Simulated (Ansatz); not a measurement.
**AlAsH3 (doublet): wave-function methods side by side at a displaced geometry (v2), cc-pVDZ**

An exercise on one series of results from a longer session: the logs are not shown, and one member is left open.

Method: cc-pVDZ, core rule «outside noble gas», up to 19 orbitals frozen; program: Ansatz 0.2.0, Gaussian basis.

The runs, in order: UHF; CCSD(T) on ROHF; CCSD(T) on UHF; BCCD(T) on ROHF; CISD; CCSDT(Q) on ROHF; CCSDT(Q) on UHF.

24 further runs of the same task are left out: 3 for a known fault of the program, 9 that didn't finish, 12 set aside as unsound or not needed.

**The geometry**

The geometry is a PBE0/def2-TZVP stationary point (not a proven minimum) with its atoms shifted at random (size 0.100 Å). No spin-orbit coupling is included. The filled d shell of As may be among the frozen orbitals whatever the setting's name suggests; the logs give the count.

5 atoms, charge 0, spin multiplicity 2.

Atoms are counted from 1 here; the program's logs count them from 0.

Bond lengths: Al1–As2 2.434 Å, Al1–H3 1.571 Å, Al1–H4 1.667 Å, As2–H5 1.430 Å. Angles: As2–Al1–H3 121.9°, As2–Al1–H4 117.3°, H3–Al1–H4 120.3°, Al1–As2–H5 94.9°.

The first run:

Contents of in.yaml:

```yaml
crystal:
  periodic: [false, false, false]
  atoms:
    - {symbol: Al, position_ang: [0.119663, 0.016422, 1.743034]}
    - {symbol: As, position_ang: [-0.045211, -0.023424, -0.684988]}
    - {symbol: H, position_ang: [0.031409, 1.355703, 2.558805]}
    - {symbol: H, position_ang: [0.114517, -1.451163, 2.533785]}
    - {symbol: H, position_ang: [0.011459, 1.396979, -0.835745]}
basis:
  gaussian: {orbitals: cc-pVDZ}
magnetization: {spin_polarized: true, initial_magnetization: 1}
hamiltonian: {xc: hf}
output: {orbitals: {seedname: orbitals}}
```

Run with:

```bash
$ ansatz run in.yaml --threads 1 --pin off --events-out ev --progress --plain --max-ram 2393MiB
```

Among the steps run: UHF; CCSD(T) on ROHF; CCSD(T) on UHF; BCCD(T) on ROHF; CISD; CCSDT(Q) on ROHF; CCSDT(Q) on UHF.

One of the session's tables, all rows but one given; the rest of the session is left out.

It belongs to the step «Misses and costs». 

| method | from UCCSDT(Q) (meV) |
| --- | --- |
| ROHF | +5464.5 |
| UHF | +5375.2 |
| RMP2 | +1154.0 |
| UMP2 | +1165.1 |
| CISD | +568.2 |
| RCCSD | +158.2 |
| UCCSD | ? |
| RCCSD(T) | +34.8 |
| UCCSD(T) | +32.7 |
| BCCD(T) | +34.4 |
| RCCSDT | +8.6 |
| UCCSDT | +6.3 |
| RCCSDT(Q) | +2.4 |
| UCCSDT(Q) | 0 |

**Question.** Estimate the row for UCCSD.

As computed: from UCCSDT(Q) (meV): +153.9. In the column «from UCCSDT(Q) (meV)» it lies between RCCSD(T) (+34.8) and RCCSD (+158.2).

To keep in mind: Restricted and unrestricted rows rest on different reference determinants; where their highest levels disagree by more than a few hundredths of an eV, they describe different states and don't form one ladder.
